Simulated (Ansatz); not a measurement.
# CH7ClGe (built from SMILES Cl.[CH3][GeH3]): a reaction path by the nudged elastic band

What path joins these two structures, and how high does it climb? Both ends were relaxed at PBE0-D4 in triple zeta.

Program: Ansatz 0.2.0, Gaussian basis. Level of theory: PBE0-D4/def2-SVP. These are calculated values, not measurements.

22 further runs of the same task are left out: 22 set aside as unsound or not needed.

## Step 1: The starting structure

The first end: 10 atoms, charge 0, spin multiplicity 1.

Atoms are counted from 1 here; the program's logs count them from 0.

Bond lengths: Ge1–C2 1.949 Å, Ge1–H3 1.550 Å, Ge1–H4 1.537 Å, Ge1–H5 1.537 Å, C2–H8 1.090 Å, C2–H9 1.091 Å, C2–H10 1.090 Å, H6–Cl7 1.286 Å. Angles: C2–Ge1–H3 110.1°, C2–Ge1–H4 111.4°, C2–Ge1–H5 111.4°, H3–Ge1–H4 107.2°, H3–Ge1–H5 107.2°, H4–Ge1–H5 109.4°, Ge1–C2–H8 110.4°, Ge1–C2–H9 109.9°, Ge1–C2–H10 110.4°, H8–C2–H9 108.8°, H8–C2–H10 108.5°, H9–C2–H10 108.8°.

Geometry (Å):

```xyz
10

Ge   -0.16182   -0.05467   -1.16140
C     0.57080   -0.99572    0.38009
H    -0.77405    1.29768   -0.71696
H     0.92930    0.25857   -2.19802
H    -1.28398   -0.86400   -1.83145
H    -0.75179    1.83193    1.11605
Cl   -0.66652    2.06091    2.37843
H    -0.21268   -1.19143    1.11273
H     1.00267   -1.94620    0.06452
H     1.34806   -0.39708    0.85592
```

The second end:

```mol
CH7ClGe
  3D, bonds by distance, orders not assigned

 10  8  0  0  0  0  0  0  0  0999 V2000
   -0.7355    1.3206   -1.5530 Ge  0  0
    0.7028   -1.4010    1.4160 C   0  0
   -2.2226    1.5362   -1.8508 H   0  0
    0.1539    1.9229   -2.6451 H   0  0
   -0.4120   -0.1549   -1.3033 H   0  0
    0.5474   -0.3252    1.4934 H   0  0
   -0.2989    2.3844    0.2715 Cl  0  0
   -0.2423   -1.8902    1.1805 H   0  0
    1.4259   -1.6091    0.6274 H   0  0
    1.0814   -1.7837    2.3634 H   0  0
  1  3  8  0
  1  4  8  0
  1  5  8  0
  1  7  8  0
  2  6  8  0
  2  8  8  0
  2  9  8  0
  2 10  8  0
M  END
```

## Step 2: The band at PBE0-D4/def2-SVP

neb/in.yaml reads:

```yaml
crystal:
  periodic: [false, false, false]
  atoms:
    - {symbol: Ge, position_ang: [-0.161817, -0.054670, -1.161402]}
    - {symbol: C, position_ang: [0.570796, -0.995718, 0.380088]}
    - {symbol: H, position_ang: [-0.774052, 1.297684, -0.716961]}
    - {symbol: H, position_ang: [0.929304, 0.258573, -2.198024]}
    - {symbol: H, position_ang: [-1.283980, -0.863997, -1.831454]}
    - {symbol: H, position_ang: [-0.751787, 1.831928, 1.116054]}
    - {symbol: Cl, position_ang: [-0.666522, 2.060914, 2.378433]}
    - {symbol: H, position_ang: [-0.212676, -1.191432, 1.112732]}
    - {symbol: H, position_ang: [1.002671, -1.946200, 0.064518]}
    - {symbol: H, position_ang: [1.348062, -0.397080, 0.855916]}
basis:
  gaussian: {orbitals: def2-SVP}
hamiltonian: {xc: pbe0, dispersion: d4}
neb:
  images: 5
  climbing: true
  max_iterations: 40
  initial_path: idpp
  final_atoms:
    - {symbol: Ge, position_ang: [-0.735528, 1.320559, -1.552970]}
    - {symbol: C, position_ang: [0.702829, -1.400977, 1.415968]}
    - {symbol: H, position_ang: [-2.222646, 1.536234, -1.850790]}
    - {symbol: H, position_ang: [0.153933, 1.922905, -2.645111]}
    - {symbol: H, position_ang: [-0.412045, -0.154870, -1.303342]}
    - {symbol: H, position_ang: [0.547356, -0.325249, 1.493417]}
    - {symbol: Cl, position_ang: [-0.298928, 2.384402, 0.271504]}
    - {symbol: H, position_ang: [-0.242306, -1.890188, 1.180476]}
    - {symbol: H, position_ang: [1.425891, -1.609139, 0.627355]}
    - {symbol: H, position_ang: [1.081444, -1.783678, 2.363394]}
```

The run is started by

```console
$ ansatz run in.yaml --threads 3 --pin off --events-out ev --progress --plain --max-ram 6092MiB
```

Before running it: what results should come out? Wanted: from earlier runs: barrier over the separately found saddle, CCSD(T)/def2-TZVPP.

The runs gave:

| quantity | value |
| --- | --- |
| PBE0-D4/def2-SVP, 28 iterations | highest 1.757 eV (image 3), last end -0.900 eV |
| from earlier runs: barrier over the separately found saddle, CCSD(T)/def2-TZVPP | 1.992 eV |

In words: The highest image lies 1.757 eV above the first end, and it climbed, so it estimates the saddle. The ends are not quite minima at this level (largest force component 0.29 eV/Å), so the heights are unreliable: relaxing the first end would lower it and raise the barrier above it. The highest image is 0.235 eV below the CCSD(T) barrier in triple zeta, which comes from separate runs on the saddle.
